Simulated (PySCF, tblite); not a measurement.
**C3H6FOSi radical: geometry, infrared bands and EPR parameters**

What infrared bands and EPR parameters should C3H6FOSi radical (`F/[C]=C\CO[SiH3]`) show?

Programs: tblite 0.8.0 and PySCF 2.14.0, with density-fitted response routines of our own. Each step states its level of theory. These are calculated values for one molecule in the gas phase, unless marked as measured. Atoms are numbered from 0 throughout.

### Step 1. The starting structure

12 atoms, charge 0, multiplicity 2; geometry from: force field or distance geometry start.

Bonds of the start (Å): F0–C1 1.34, C1–C2 1.35, C2–C3 1.50, C3–O4 1.38, O4–Si5 1.70, C2–H6 1.08, C3–H7 1.14, C3–H8 1.08, Si5–H9 1.48, Si5–H10 1.45, Si5–H11 1.47.

### Step 2. Geometry optimisation with GFN2-xTB

The job: settings as JSON, then the geometry in Å.

```
{"job": {"kind": "relax", "xc": "GFN2-xTB", "basis": "xTB"}, "charge": 0, "multiplicity": 2}
F     -2.393200     1.624800    -0.867600
C     -2.726600     0.348400    -0.641600
C     -1.782200    -0.459700    -0.104200
C     -0.410800     0.048600     0.213600
O      0.502100    -0.801800    -0.364800
Si     2.065300    -0.238900    -0.002400
H     -2.065300    -1.484700     0.071600
H     -0.343500     0.026500     1.346800
H     -0.380700     1.083700    -0.089100
H      2.267300    -0.413800     1.457300
H      3.144800    -0.919000    -0.695700
H      2.124000     1.185200    -0.349700
```

The run is started by

```bash
OMP_NUM_THREADS=1 python probes_run.py task.json out
```

One launch serves the whole session: the jobs run in the order shown.

Output:

```text
step      E/eV     max force
  0    -541.77648    3.378
  1    -541.98025    2.542
  2    -542.06446    0.736
  3    -542.10117    0.598
  4    -542.14211    0.442
  5    -542.15437    0.403
  6    -542.18529    0.483
  7    -542.20551    0.493
  8    -542.22569    0.313
  9    -542.24131    0.335
 10    -542.25627    0.377
 11    -542.27160    0.433
 12    -542.28756    0.441
 13    -542.30137    0.325
 14    -542.31346    0.313
 15    -542.32367    0.235
 16    -542.33161    0.253
 17    -542.33908    0.249
 18    -542.34681    0.302
 19    -542.35471    0.289
 20    -542.36318    0.234
 21    -542.37258    0.294
 22    -542.38195    0.272
 23    -542.38853    0.220
 24    -542.39199    0.178
 25    -542.39412    0.111
 26    -542.39549    0.129
 27    -542.39626    0.084
 28    -542.39681    0.059
 29    -542.39731    0.059
 30    -542.39759    0.049
 31    -542.39784    0.028
 32    -542.39796    0.022
 33    -542.39804    0.019
 34    -542.39810    0.020
 35    -542.39817    0.022
 36    -542.39825    0.016
 37    -542.39830    0.019
 38    -542.39834    0.018
 39    -542.39837    0.015
 40    -542.39840    0.014
 41    -542.39841    0.009
```

Run time: 0.19 s. Hardware: 1 thread of Arm Neoverse V1, shared host.

The steps of the relaxation: (not every step is listed)

```
step  energy from step 0 (eV)  largest force (eV/Å)
   0                   0.0000                3.3782
   1                  -0.2038                2.5420
   2                  -0.2880                0.7358
   3                  -0.3247                0.5979
   4                  -0.3656                0.4421
   5                  -0.3779                0.4030
   6                  -0.4088                0.4833
   7                  -0.4290                0.4930
   8                  -0.4492                0.3126
  10                  -0.4798                0.3765
  12                  -0.5111                0.4411
  14                  -0.5370                0.3128
  16                  -0.5551                0.2528
  18                  -0.5703                0.3022
  20                  -0.5867                0.2343
  22                  -0.6055                0.2718
  24                  -0.6155                0.1778
  26                  -0.6190                0.1294
  28                  -0.6203                0.0595
  30                  -0.6211                0.0493
  32                  -0.6215                0.0221
  34                  -0.6216                0.0198
  36                  -0.6218                0.0158
  37                  -0.6218                0.0193
  38                  -0.6219                0.0179
  39                  -0.6219                0.0151
  40                  -0.6219                0.0137
  41                  -0.6219                0.0093
```

Close pairs (by a distance rule), those that changed most:

```
  bond  before (Å)  after (Å)  change (Å)
O4–Si5       1.701      1.623      -0.077
 C1–C2       1.354      1.298      -0.057
 C3–H7       1.135      1.099      -0.036
 C2–C3       1.497      1.526      +0.030
Si5–H9       1.484      1.466      -0.017
 C3–H8       1.079      1.096      +0.017
 F0–C1       1.338      1.322      -0.017
 C3–O4       1.375      1.385      +0.010
```

The end geometry stands in the next job.

### Step 3. Harmonic vibrations with GFN2-xTB

The job: settings as JSON, then the geometry in Å.

```
{"job": {"kind": "ir", "xc": "GFN2-xTB", "basis": "xTB"}, "charge": 0, "multiplicity": 2}
F     -2.838679     1.540895    -1.008947
C     -2.697665     0.242716    -0.803121
C     -1.765912    -0.437251    -0.208696
C     -0.492428     0.152745     0.390954
O      0.601725    -0.506662    -0.144435
Si     2.189649    -0.220470     0.031596
H     -1.836349    -1.510434    -0.146224
H     -0.529703     0.004701     1.479426
H     -0.446645     1.227248     0.181666
H      2.590619    -0.392124     1.431698
H      2.698366    -1.248562    -0.858086
H      2.528220     1.146511    -0.371857
```

Output:

```text
mode    cm-1     km/mol
  1      -6.0      0.34
  2      44.5      2.91
  3     124.2      0.14
  4     162.6      1.51
  5     193.2      1.27
  6     289.1      1.92
  7     413.2      1.01
  8     579.7     12.58
  9     596.2     58.46
 10     630.2     66.10
 11     741.2    217.14
 12     767.9     20.34
 13     798.2    308.91
 14     831.7     85.68
 15     843.1    311.04
 16     918.3      3.03
 17     986.7     63.55
 18    1068.9     89.07
 19    1145.4    398.75
 20    1193.7     10.45
 21    1238.4     35.32
 22    1316.7     11.03
 23    1453.5      2.47
 24    1769.8    164.03
 25    2220.1    384.94
 26    2255.0    195.03
 27    2365.4    239.94
 28    2866.0     41.85
 29    2922.2     35.16
 30    3104.2      1.18
```

It took 0.26 s on 1 thread of Arm Neoverse V1, shared host.

The strongest bands and the atoms that carry them (share of the mass-weighted mode):

```csv
cm⁻¹,km/mol,atoms
741,217.1,"H10 60 %, H11 19 %, H9 15 %"
798,308.9,"H9 31 %, H11 27 %, H10 27 %"
843,311.0,"Si5 23 %, O4 19 %, H6 13 %, H9 11 %"
1145,398.8,"O4 55 %, C3 36 %"
1770,164.0,"C1 55 %, C2 41 %"
2220,384.9,"H9 66 %, H11 29 %"
2255,195.0,"H11 67 %, H9 30 %"
2365,239.9,H10 97 %
```

### Step 4. g tensor and hyperfine couplings: B3LYP/pcH-1

Settings changed since step 3:

```diff
@@ -1,2 +1,2 @@
-{"job": {"kind": "ir", "xc": "GFN2-xTB", "basis": "xTB"}, "charge": 0, "multiplicity": 2}
+{"job": {"kind": "epr", "basis": "pcH-1"}, "charge": 0, "multiplicity": 2}
 F     -2.838679     1.540895    -1.008947
```

With the program's defaults for keys left out, this is: UKS B3LYP, pcH-1 on C F H O Si, non-relativistic, mean-field spin-orbit, GIAO.

Output:

```text
UKS, coarse grid
  cycle   1  E = -582.29582089  |g| = 5.99e-01
  cycle   2  E = -581.93938290  |g| = 1.11e+00
  cycle   3  E = -582.40990755  |g| = 1.34e-01
  cycle   4  E = -582.41700483  |g| = 6.64e-02
  cycle   5  E = -582.41847244  |g| = 2.48e-02
  cycle   6  E = -582.41872977  |g| = 7.57e-03
  cycle   7  E = -582.41876891  |g| = 2.36e-03
  cycle   8  E = -582.41877951  |g| = 1.50e-03
  cycle   9  E = -582.41878407  |g| = 7.83e-04
UKS, final grid
  cycle   1  E = -582.41873016  |g| = 1.06e-03
  cycle   2  E = -582.41872959  |g| = 1.76e-03
  cycle   3  E = -582.41873093  |g| = 1.85e-04
  cycle   4  E = -582.41873100  |g| = 1.81e-04
  cycle   5  E = -582.41873105  |g| = 7.57e-05
  cycle   6  E = -582.41873106  |g| = 6.46e-06
E = -582.41873106 Eh   <S^2> = 0.7589 (exact 0.7500)
g shifts (ppm)      1          2          3
  rmc          -221       -221       -221
  gc             33         21       -120
  oz_so        -180        -71       2490
  total        -368       -271       2149
hyperfine (MHz)  atom isotope    a_iso     a_fc   dipolar eigenvalues
    0   19F     388.76     387.81   -285.38   -220.60    505.98
    1   13C     556.20     556.21    -78.88    -52.48    131.36
    2   13C      67.72      67.76    -24.46     -1.87     26.33
    3   13C      53.43      53.44     -7.17     -6.51     13.68
    4   17O      -1.13      -1.13     -2.66      1.02      1.64
    5  29Si      -4.78      -4.79     -0.87      0.42      0.45
    6    1H      43.91      43.93     -7.95     -6.40     14.35
    7    1H      -1.48      -1.48     -3.45     -1.30      4.74
    8    1H      -6.12      -6.12     -4.98     -0.51      5.48
    9    1H      -0.04      -0.04     -0.45     -0.43      0.88
   10    1H       0.05       0.05     -0.45     -0.42      0.87
   11    1H      -0.01      -0.01     -0.51     -0.47      0.98
```

It took 43 s on 1 thread of Arm Neoverse V1, shared host; peak memory 0.75 GiB.

Principal g values 2.00195, 2.00205, 2.00447; g(iso) = 2.00282, against 2.00232 for a free electron.

Hyperfine couplings; where a row names several nuclei, a(iso) is their mean (it holds for fast rotation or exchange) and the dipolar term the largest among them:

```csv
nuclei,isotope,a(iso) (MHz),"a(iso) (G, at g = 2.0023)",largest dipolar term (MHz)
C1,13C,556.2,198.5,131.4
F0,19F,388.8,138.7,506.0
C2,13C,67.7,24.2,26.3
C3,13C,53.4,19.1,13.7
H6,1H,43.9,15.7,14.3
Si5,29Si,-4.8,-1.7,-0.9
"H7, H8",1H,-3.8,-1.4,5.5
O4,17O,-1.1,-0.4,-2.7
"H9, H10, H11",1H,0.0,0.0,1.0
```

Mulliken spin populations:

| atom | value (e) |
| --- | --- |
| F0 | 0.08 |
| C1 | 0.94 |
| C2 | -0.11 |
| C3 | 0.07 |
| O4 | 0.00 |
| Si5 | 0.00 |
| H6 | 0.02 |
| H7 | 0.00 |
| H8 | 0.00 |
| H9 | 0.00 |
| H10 | 0.00 |
| H11 | 0.00 |

In first order the couplings over 0.8 MHz of 19F, 1H give 12 distinct lines over 157.1 G, if the averaged nuclei exchange fast.

Orbitals, density, ELF and potential are computed afterwards from the orbital file.

ELF in a plane through or near 7 of the atoms.

Values, 10 rows by 14 columns:
```
0.00 0.00 0.00 0.00 0.00 0.00 0.00 0.00 0.00 0.00 0.00 0.00 0.00 0.00
0.00 0.00 0.00 0.01 0.07 0.01 0.00 0.00 0.00 0.00 0.00 0.00 0.00 0.00
0.00 0.00 0.06 0.89 0.99 0.84 0.00 0.02 0.03 0.01 0.18 0.09 0.01 0.00
0.00 0.00 0.13 0.97 1.00 0.88 0.01 0.73 0.68 0.16 0.84 0.85 0.30 0.00
0.00 0.00 0.04 0.31 0.20 0.27 0.30 0.35 0.37 0.13 0.73 0.44 0.06 0.00
0.00 0.00 0.10 0.34 0.79 0.49 0.18 0.61 0.81 0.57 0.18 0.89 0.53 0.01
0.00 0.00 0.08 0.44 0.41 0.40 0.88 0.26 0.59 0.74 0.29 0.73 0.51 0.00
0.00 0.00 0.01 0.08 0.08 0.03 0.31 0.01 0.96 1.00 0.19 0.02 0.00 0.00
0.00 0.00 0.00 0.00 0.00 0.00 0.00 0.00 0.20 0.47 0.02 0.00 0.00 0.00
0.00 0.00 0.00 0.00 0.00 0.00 0.00 0.00 0.00 0.00 0.00 0.00 0.00 0.00
```
The map spans 11.4 Å across and 8.6 Å up, centred on the molecule. Atoms in the plane (x, y in Å): F0 (3.1, 1.3), C1 (2.8, 0.0), C2 (1.7, -0.6), O4 (-0.6, -0.4), Si5 (-2.2, 0.1), H6 (1.7, -1.7), H11 (-2.3, 1.5).

On the surface of density 0.002 e/bohr³ the electrostatic potential runs, from the 1st to the 99th percentile, from -1.07 V near O4 to 1.52 V near H9.

The spin density lies nearest to C1 73 %; F0 11 %; C2 7 % (both signs).

### Step 5. Outcome

| quantity | value |
| --- | --- |
| strongest single infrared mode (GFN2-xTB) | 1145 cm⁻¹, 399 km/mol |
| zero-point energy (GFN2-xTB) | 48.4 kcal/mol |
| g(iso) (B3LYP) | 2.00282 |
| ⟨S²⟩ | 0.759 (exact 0.75) |
| largest a(iso) (averaged by class) | 13C on C1, 556.2 MHz |
| surface potential, 1st and 99th percentile | -1.07 V and 1.52 V |

The optimisation took 41 steps and gained 0.622 eV; among the close pairs (by a distance rule), O4–Si5 changed most, from 1.701 to 1.623 Å. The lowest mode is slightly imaginary (6i cm⁻¹), a soft motion within the noise of the Hessian, so the minimum is not strictly shown. The strongest single mode, at 1145 cm⁻¹, moves mainly O4 and C3. Unscaled tight-binding wavenumbers are off by several per cent, some by more. Its intensities can rank the bands wrongly. Most of the unpaired spin sits on C1 (0.94 e). The isotropic g lies 0.5 ppt above the free-electron value.
